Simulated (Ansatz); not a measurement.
This script drives the Python package of Ansatz (0.2.0).

The script, `ni.py`:
```python
"""Ni on common prototypes, each relaxed."""

import logging
import sys
import warnings

import ansatz as az
import numpy as np

logging.basicConfig(stream=sys.stdout, format="%(name)s: %(message)s")
logger = logging.getLogger("calc")
logger.setLevel(logging.INFO)


def fcc(A, a):
    return (
        az.Lattice.fcc(a)
        .space_group(225)
        .atom(A, [0, 0, 0])
        .primitive()
    )


def hcp(A, a):
    return (
        az.Lattice.from_parameters(a, a, 1.633 * a, alpha=90, beta=90, gamma=120)
        .space_group(194)
        .atom(A, [1 / 3, 2 / 3, 0.25])
    )


def bcc(A, a):
    return az.Crystal.bcc(A, a=a)


def diamond(A, a):
    return (
        az.Lattice.fcc(a)
        .space_group(227, origin_choice=1)
        .atom(A, [0, 0, 0])
        .primitive()
    )


def sc(a_site, a):
    return (
        az.Lattice.cubic(a)
        .space_group(221)
        .atom(a_site, [0, 0, 0])
    )


def compute(name, crystal):
    calc = (
        crystal.calculation()
        .functional("r2scan", dispersion="D4")
        .basis(21 * az.Ha, density_ratio=8)
        .scf(tolerance=1e-05)
        .kpoints(spacing=0.39)
        .occupations("fermi_dirac", width=0.05)
        .spin("collinear")
        .stress()
        .band_table()
    )
    calc = calc.relax(force_tolerance=0.02, cell=True)
    return calc.run()


def pressure_gpa(outcome):
    return float(np.trace(outcome.report["stress_gpa"]) / 3)


def volume_per_atom(outcome):
    return abs(np.linalg.det(outcome.lattice.cell_ang)) / len(outcome.lattice.sites)

# starting lattice constants are rough guesses; the relaxation finds the rest
warnings.simplefilter("ignore", az.DeckWarning)

phases = {}
phases["fcc"] = fcc("Ni", 3.52).moments(Ni=1.5)
phases["hcp"] = hcp("Ni", 2.49).moments(Ni=1.5)
phases["bcc"] = bcc("Ni", 2.8).moments(Ni=1.5)
phases["diamond"] = diamond("Ni", 4.85).moments(Ni=1.5)
phases["sc"] = sc("Ni", 2.29).moments(Ni=1.5)

done = {}
for name, crystal in phases.items():
    try:
        done[name] = compute(name, crystal)
    except az.NonConvergedError as error:
        print(name, "did not converge:", str(error)[:120])

energy = {name: o.report["energy_sigma0_ev"] / len(o.lattice.sites) for name, o in done.items()}
lowest = min(energy.values())
rows = [(name, len(o.lattice.sites), 1000 * (energy[name] - lowest), pressure_gpa(o), volume_per_atom(o), abs(o.report["magnetization_mub"]) / len(o.lattice.sites)) for name, o in done.items()]
rows.sort(key=lambda row: row[2])
logger.info("| phase | atoms | dE (meV/atom) | P (GPa) | V (A^3/atom) | M (muB/atom) |")
logger.info("| --- | --- | --- | --- | --- | --- |")
for row in rows:
    logger.info(f"| {row[0]} | {row[1]:d} | {row[2]:.1f} | {row[3]:.2f} | {row[4]:.3f} | {row[5]:.2f} |")
print("lowest in energy:", rows[0][0])
```

It is started by `python ni.py`. How long does it take on 1 thread of Arm Neoverse V1, with other jobs on the host, and how much memory does it need?

It took about 2.9 min, with a peak of 0.74 GiB, for 5 runs of the engine.

```console
$ python ni.py
calc: | phase | atoms | dE (meV/atom) | P (GPa) | V (A^3/atom) | M (muB/atom) |
calc: | --- | --- | --- | --- | --- | --- |
calc: | fcc | 1 | 0.0 | -0.01 | 10.405 | 0.70 |
calc: | hcp | 2 | 45.9 | -0.01 | 10.471 | 0.75 |
calc: | bcc | 1 | 126.3 | -0.01 | 10.454 | 0.58 |
calc: | sc | 1 | 791.8 | -0.03 | 12.124 | 0.81 |
calc: | diamond | 2 | 1297.9 | 0.04 | 16.078 | 0.83 |
lowest in energy: fcc
```

By space group at the end of each run: Fm-3m (+0 meV an atom, 10.4 Å³), P6_3/mmc (+46 meV an atom, 10.5 Å³), Im-3m (+126 meV an atom, 10.5 Å³), Pm-3m (+792 meV an atom, 12.1 Å³) and Fd-3m (+1298 meV an atom, 16.1 Å³).

Caveats:
- These settings explore the input space; cutoff and mesh may be short of convergence.
- The magnetic order follows from the starting moments and needn't be the lowest.
- Dispersion corrections can be off by several per cent in the lattices of metals, and by several GPa in the pressure at a fixed cell.
- For the metals among these phases the mesh is modest: differences between phases can be off by up to 40 meV an atom.
- The program warned that this SCF threshold is loose for forces or stresses.
- Pressure is positive in compression.
- r2SCAN tends to overestimate the moments of itinerant magnets.
- The cells are built on prototypes, so most aren't the phase found in nature. Rows bear the name of their start, and a relaxation keeps or raises the symmetry. Differences under about 40 meV an atom lie within the error of mesh and functional.
- The script silences the warnings on its input, which a real study should read.
